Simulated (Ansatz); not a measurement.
**HgPd: the crystal squeezed far**

Aim: compress HgPd step by step, far beyond the usual range, and follow pressure and electronic structure. The runs shown use PAW. Its runs: volume scaled by 1 (PAW); volume scaled by 0.85 (PAW); volume scaled by 0.55 (PAW); volume scaled by 0.5 (PAW).

Computed with Ansatz 0.2.0 (DFT, PBEsol, PAW with Ansatz's default frozen-core files, scalar-relativistic, unless a step's input says otherwise).

### Step 1. The system as given

The structure is tetragonal, space group P4/mmm (No. 123). Conventional cell: a = 3.026 Å, b = 3.026 Å, c = 3.702 Å, α = 90.00°, β = 90.00°, γ = 90.00°. Hg (site symmetry 4/mmm) has 8 Pd at 2.83 Å and 4 Hg at 3.03 Å as nearest neighbours. Pd (site symmetry 4/mmm) is surrounded by 8 Hg at 2.83 Å and 4 Pd at 3.03 Å.

Structure file:

```
CELL_PARAMETERS angstrom
3.02600 0.00000 0.00000
0.00000 3.02600 0.00000
0.00000 0.00000 3.70200
ATOMIC_POSITIONS crystal
Hg 0.00000 0.00000 0.00000
Pd 0.50000 0.50000 0.50000
```

Whether this phase is the stable one at these pressures isn't tested.

Atoms are numbered in the order of the input: Hg1, Pd2.

### Step 2. Volume scaled by 1, PAW

The input, input.yaml:

```yaml
crystal:
  lattice:
    - [3.026, 0.0, 0.0]
    - [0.0, 3.026, 0.0]
    - [0.0, 0.0, 3.702]
  atoms:
    - { symbol: Hg, position: [0.0, 0.0, 0.0] }
    - { symbol: Pd, position: [0.5, 0.5, 0.5] }
kpoints:
  mp_grid: { grid: [12, 12, 10] }
  band_path:
    path:
      - [0.0, 0.0, 0.0]
      - [0.0, 0.5, 0.0]
      - [0.5, 0.5, 0.0]
      - [0.0, 0.0, 0.0]
      - [0.0, 0.0, 0.5]
      - [0.0, 0.5, 0.5]
      - [0.5, 0.5, 0.5]
      - [0.0, 0.0, 0.5]
      - [0.0, 0.5, 0.0]
    npoints: 6
scf:
  occupations: { method: fermi_dirac, width: 0.05 }
hamiltonian:
  xc: pbesol
  pseudopotentials: { kind: paw }
output:
  forces: true
  stress: true
  eigenvalues: true
  populations: true
```

Launch:

```
> ansatz run input.yaml --threads 1 --pin off --max-ram 2048MiB --backend cpu --events-out ev --progress --plain --runs-dir out
```

### Step 3. Volume scaled by 0.85, PAW

input.yaml, as its differences from that of step 2:

```diff
@@ -2,5 +2,5 @@
   lattice:
-    - [3.026, 0.0, 0.0]
-    - [0.0, 3.026, 0.0]
-    - [0.0, 0.0, 3.702]
+    - [2.8664336857, 0.0, 0.0]
+    - [0.0, 2.8664336857, 0.0]
+    - [0.0, 0.0, 3.5067870141]
   atoms:
```

### Step 4. Volume scaled by 0.55, PAW

input.yaml, as its differences from that of step 3:

```diff
@@ -2,5 +2,5 @@
   lattice:
-    - [2.8664336857, 0.0, 0.0]
-    - [0.0, 2.8664336857, 0.0]
-    - [0.0, 0.0, 3.5067870141]
+    - [2.4792661648, 0.0, 0.0]
+    - [0.0, 2.4792661648, 0.0]
+    - [0.0, 0.0, 3.0331273438]
   atoms:
```

### Step 5. Volume scaled by 0.5, PAW

input.yaml, as its differences from that of step 4:

```diff
@@ -2,5 +2,5 @@
   lattice:
-    - [2.4792661648, 0.0, 0.0]
-    - [0.0, 2.4792661648, 0.0]
-    - [0.0, 0.0, 3.0331273438]
+    - [2.4017377916, 0.0, 0.0]
+    - [0.0, 2.4017377916, 0.0]
+    - [0.0, 0.0, 2.9382793472]
   atoms:
```

(Steps that only read results are left out.)

**Question.** What will these runs give? Wanted: PAW pressure at 0.5 of the volume; fitted bulk modulus at zero pressure.

The runs gave:

| quantity | value |
| --- | --- |
| PAW pressure at 0.5 of the volume | 657.2 GPa |
| fitted bulk modulus at zero pressure (PAW) | 153 GPa |
| its pressure derivative | 5.24 |

At 0.5 of the starting volume PAW gives 657 GPa. A third-order Birch-Murnaghan curve fits the range only roughly (B₀ = 153 GPa, B′ = 5.24, misfit at most 2.87 GPa). A fit over so wide a range leans to the high pressures, so B₀ can be off by several per cent. No all-electron run checks these rows here, and frozen cores can fail under such compression. The ions are at rest, and the electrons smeared by 0.05 eV. Spin-orbit coupling is left out, though the cell holds Hg; in elements this heavy it can shift bands and gaps by tenths of an eV.
